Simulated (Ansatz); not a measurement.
Task: a ladder of methods at one geometry of CH3BCl2Se, SMILES C[Se]B(Cl)Cl, with Ansatz 0.2.0, Python API. Give the script and its output. Settings (for the species named): PBE0, def2-SVP basis, multiplicity 1. The script varies functional: pbe0, b3lyp, hf, cam_b3lyp.

```xyz
8

C    -0.1694    0.7029    1.0524
Se   -1.3165   -0.6402    0.2195
B     0.0359   -0.9770   -1.2194
Cl    1.4827   -2.1988   -0.9172
Cl    0.0302   -0.0226   -2.7937
H     0.7503    0.3342    1.3708
H    -0.7252    1.1615    1.9252
H     0.0041    1.5830    0.3065
```

Script `methods_ch3bcl2se.py`:
```python
"""CH3BCl2Se at several levels of theory."""

from pathlib import Path

import ansatz as az
import numpy as np

geometry_ang = [
    ("C", (-0.1694, 0.7029, 1.0524)),
    ("Se", (-1.3165, -0.6402, 0.2195)),
    ("B", (0.0359, -0.977, -1.2194)),
    ("Cl", (1.4827, -2.1988, -0.9172)),
    ("Cl", (0.0302, -0.0226, -2.7937)),
    ("H", (0.7503, 0.3342, 1.3708)),
    ("H", (-0.7252, 1.1615, 1.9252)),
    ("H", (0.0041, 1.583, 0.3065)),
]
molecule = az.Crystal.molecule()
for symbol, xyz in geometry_ang:
    molecule = molecule.atom(symbol, xyz)

calculation = molecule.calculation().basis(gaussian="def2-SVP")

print("functional    E (Ha)        dipole (D)   HOMO (eV)  LUMO (eV)")
for name in ["pbe0", "b3lyp", "hf", "cam_b3lyp"]:
    rep = calculation.functional(name).forces().orbitals().run(threads=1, runs_dir="runs").report
    lines = Path(rep["orbitals_path"]).read_text().splitlines()
    field_of = lambda key: [line.split("=")[1].strip() for line in lines if line.startswith(key)]
    orbitals = [(27.211386 * float(e), s, float(n)) for e, s, n in zip(field_of("Ene="), field_of("Spin="), field_of("Occup="))]
    homo = max(e for e, _, n in orbitals if n > 0.5)
    lumo = min(e for e, _, n in orbitals if n < 0.5)
    dipole = 4.803205 * np.linalg.norm(rep["charge_distribution"]["dipole_moment_e_ang"])
    print(f"{name:10s} {rep['free_energy_ev'] / 27.211386246:14.6f} {dipole:9.3f} {homo:11.3f} {lumo:10.3f}")
```

Output of `python methods_ch3bcl2se.py`:
```text
functional    E (Ha)        dipole (D)   HOMO (eV)  LUMO (eV)
pbe0         -3385.488496     1.685      -6.722     -2.361
b3lyp        -3386.219815     1.568      -6.392     -2.427
hf           -3382.576255     1.836      -9.435      1.321
cam_b3lyp    -3386.254615     1.596      -7.940     -1.120
```

Notes:
- Total energies depend on the basis set; only differences at equal settings carry meaning.
- The geometry is a force-field or estimated start, not a minimum of this method, and the basis set is short of its limit. A lower total doesn't mark the better method: functionals have no common bound, and MP2 and coupled cluster aren't variational.
- b3lyp holds the VWN-RPA fit, as in Gaussian; the form of ORCA and Turbomole is b3lyp5.
- Levels such as HOMO and LUMO are orbital energies: with these approximate functionals they aren't the ionisation energy and electron affinity, and their gap isn't the fundamental gap.
- It ran for 23 s on 1 thread of Arm Neoverse V1, with other jobs on the host, peak memory 0.38 GiB.
